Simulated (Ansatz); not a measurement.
**Ta: properties at the relaxed cell**

One table from this session's results is given with a row withheld; the runs are named, their logs left out.

Computed with Ansatz 0.2.0 (DFT r2SCAN, scalar-relativistic, plane waves, PAW, unless a step's input says otherwise).

1 further run of the same task is left out (set aside as unsound or not needed).

### The starting structure

Symmetry: Im-3m, No. 229, cubic system. Conventional cell: a = 3.305 Å, b = 3.305 Å, c = 3.305 Å, α = 90.00°, β = 90.00°, γ = 90.00°. Around Ta (site symmetry m-3m) lie 8 Ta at 2.86 Å.

As a file:

```
Ta
1.0
    -1.65229    1.65229    1.65229
     1.65229   -1.65229    1.65229
     1.65229    1.65229   -1.65229
Ta
1
Direct
  0.00000 0.00000 0.00000
```

It is the result of an earlier relaxation at this level (volume 18.04 Å³/atom; gap on the mesh: none (metal)).

Set-up of the first run:

input.yaml reads:

```yaml
crystal:
  lattice:
    - [-1.6522866616, 1.6522866616, 1.6522866616]
    - [1.6522866616, -1.6522866616, 1.6522866616]
    - [1.6522866616, 1.6522866616, -1.6522866616]
  atoms:
    - { symbol: Ta, position: [0.0, 0.0, 0.0] }
basis:
  ecutwfc: 500
kpoints:
  mp_grid: { grid: [18, 18, 18] }
  band_path:
    path:
      - [[0.0, 0.0, 0.0], [0.5, -0.5, 0.5], [0.0, 0.0, 0.5], [0.0, 0.0, 0.0], [0.25, 0.25, 0.25], [0.5, -0.5, 0.5]]
      - [[0.25, 0.25, 0.25], [0.0, 0.0, 0.5]]
    npoints: 14
hamiltonian:
  xc: r2scan
scf:
  occupations: { method: gaussian, width: 0.1 }
  n_extra_bands: 6
output:
  forces: true
  stress: true
  eigenvalues: true
  populations: true
  dos: { projected: true, de: 0.02, nscf_kmesh: { grid: [27, 27, 27] } }
  bader: true
  write_density: true
  write_potential: true
  elf: true
  volumetric_format: npy
```

Command:

```
> ansatz run input.yaml --threads 1 --pin off --max-ram 2560MiB --backend cpu --events-out ev --progress --plain --runs-dir out
```

Steps of the session up to this table: Static run: bands, density of states and charges; Volume × 0.97; Point at V/V0 = 1.03; The cell scaled to 0.94 of its volume; Volume × 1.06.

One table of the session follows, with a row left open; its other results are not shown here.

It belongs to the step «Fit of the equation of state». 

```
volume (Å³/atom)  energy above the lowest point (meV/atom)  pressure (GPa)
          16.961                                      45.0           13.94
          17.502                                      10.7            6.51
          18.043                                       0.0            0.00
          18.585                                         ?               ?
          19.126                                      38.0          -10.56
```

Q: Estimate the row for volume (Å³/atom) = 18.585 from the others.

Worked estimate for «energy above the lowest point (meV/atom)». A straight line through the neighbours (18.043, 0.0) and (19.126, 38.0) gives 0.0 + (38.0 − 0.0) × (18.585 − 18.043) / (19.126 − 18.043) = 19.0; a parabola fitted to 3 rows on both sides gives 9.1.

The run gave: energy above the lowest point (meV/atom): 10.1; pressure (GPa): -5.66. In «energy above the lowest point (meV/atom)» the line misses by +8.9 and the parabola by -1.0.
